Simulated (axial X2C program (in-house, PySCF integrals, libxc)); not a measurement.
# WOH: Ω levels from open-shell CI on d4 s1 p(π)0

Aim: the spin–orbit levels of WOH that arise from the configuration d4 s1 p(π)0 of W, and how they move with the bond.

Computed with an in-house X2C program for linear molecules on PySCF integrals. Level: two-component X2C, average-of-configuration Hartree–Fock and CI in the open shells.

All values are calculated.

### 1 Set-up

task.json reads:

```json
{"zs": [74, 8, 1], "q": 0, "bas": ["dyall-v3z", "dyall-av3z", "dyall-v3z"], "r0": 2.0, "metal": 0, "shells": [[2, [0, 1, 2], 4], [0, [0], 1], [1, [1], 0]], "fix": 0, "emax": 3.2, "nroots": 4, "r2": 0.95}
```

Keys: zs atomic numbers; q charge; bas basis sets; r0 starting distance in Å; metal index of the metal atom; shells open shells as [l, |m| values, electrons]; fix electron count of the first shell held; emax energy window in eV; nroots roots for each Ω; r2 second bond in Å, held.

Run with:

```console
$ python soci.py task.json out
```

Two-component X2C with atomic mean-field Coulomb and Gaunt terms, basis W dyall-v3z, O dyall-av3z, H dyall-v3z (cores contracted in-house). Orbitals come from Hartree–Fock averaged over the configuration W d4 s1 p(π)0; CI then distributes these electrons over the d, s, p(π) shells of W.

### 2 CI at W–O–H held linear, bonds 1.958 and 0.950 Å (the second held)

Q: Predict the outcome of this session. Wanted: lowest level of the model; next level; lowest curve, Re and ωe.

The runs gave:

| quantity | value |
| --- | --- |
| lowest level of the model | Ω = 1/2, g∥ = 2.02, 77% d4 s1 + 22% d5 |
| next level | Ω = 3/2, 393 cm⁻¹ higher |
| lowest curve, Re and ωe | 1.931 Å, 641.6 cm⁻¹ |

What this shows: In the lowest level ⟨Sz⟩ = 0.51 and ⟨Lz⟩ = -0.01; its leading determinant has weight 0.07 among 649. From 1.958 to 2.203 Å the gap from the lowest to the fifth level goes from 4373 to 3915 cm⁻¹. Without dynamic correlation distances can be off by several hundredths of an Å, and the wavenumbers are rough. Dynamic correlation is missing, so gaps between terms are too wide and other configurations may lie lower; the lowest level listed is that of this model, not necessarily the ground state. For d shells the ligand-field splittings (σ, π, δ) and their order can be off by a thousand cm⁻¹ or more. At most 4 roots were kept for each Ω > 0 (twice that for Ω = 0) within 3.2 eV of the lowest, so higher up levels can be missing between those listed; levels with Ω > 0 are doubly degenerate and listed once, Ω = 0 levels singly. Some active spinors are only partly of the character that their shell is named for, so the shell names and counts are nominal. States that fill the shells left empty in the average are placed too high. The molecule was held linear; bending was not examined.
